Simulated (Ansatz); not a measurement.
**NiO (R-3m): seeking the equilibrium cell**

Aim: the volume at which the pressure of NiO (R-3m) vanishes.

Program: Ansatz 0.2.0. Level of theory: DFT PBE, scalar-relativistic, plane waves, PAW. These are calculated values, not measurements.

**1. The starting structure**

Symmetry: R-3m, No. 166, trigonal system. The conventional cell has a = 2.876 Å, b = 2.876 Å, c = 6.992 Å, α = 90.00°, β = 90.00°, γ = 120.00°. Around Ni (site symmetry -3m) lie 6 O at 2.03 Å. Around O (site symmetry -3m) lie 6 Ni at 2.03 Å.

Coordinates:

```
CELL_PARAMETERS angstrom
1.43814 0.83031 2.33081
-1.43814 0.83031 2.33081
0.00000 -1.66062 2.33081
ATOMIC_POSITIONS crystal
Ni 0.00000 0.00000 0.00000
O 0.50000 0.50000 0.50000
```

The moments start at Ni 2.00 μB.

**2. First run, at the start cell**

input.yaml

```yaml
crystal:
  lattice:
    - [1.43814037, 0.83031073, 2.33080596]
    - [-1.43814037, 0.83031073, 2.33080596]
    - [0.0, -1.66062146, 2.33080596]
  atoms:
    - { symbol: Ni, position: [1.0, 0.0, 0.0], spin: 2.0 }
    - { symbol: O, position: [0.5, 0.5, 0.5] }
basis:
  ecutwfc: 420
  ecutrho_ratio: 4
kpoints:
  mp_grid: { grid: [14, 14, 14] }
hamiltonian:
  xc: pbe
scf:
  occupations: { method: gaussian, width: 0.05 }
output:
  forces: true
  stress: true
  eigenvalues: true
  populations: true
magnetization:
  spin_polarized: true
relax:
  f_tol: 0.01
  max_steps: 60
  cell: { stress_tol: 0.04 }
```

Started as:

```console
> ansatz run input.yaml --threads 2 --pin off --max-ram 5120MiB --backend cpu --events-out ev --progress --plain --runs-dir out
```

Further steps of the session: The same volume, run 2.

Before running it: what results should come out? Wanted: volume; pressure; conventional cell; gap on the mesh; moments in the spheres.

**Answer**, as computed:

```
              quantity                                                                      value
                volume                                                              9.373 Å³/atom
              pressure                                                                   0.01 GPa
     conventional cell  a = 4.217 Å, b = 4.217 Å, c = 4.217 Å, α = 90.00°, β = 90.00°, γ = 90.00°
       gap on the mesh                                                               none (metal)
moments in the spheres                                                         Ni 1.46; O 0.30 μB
```

The volume went from 8.35 to 9.37 Å³/atom (+12.3 %), where 0.01 GPa is left. Only the order of the starting moments is followed; others weren't tried in this session.
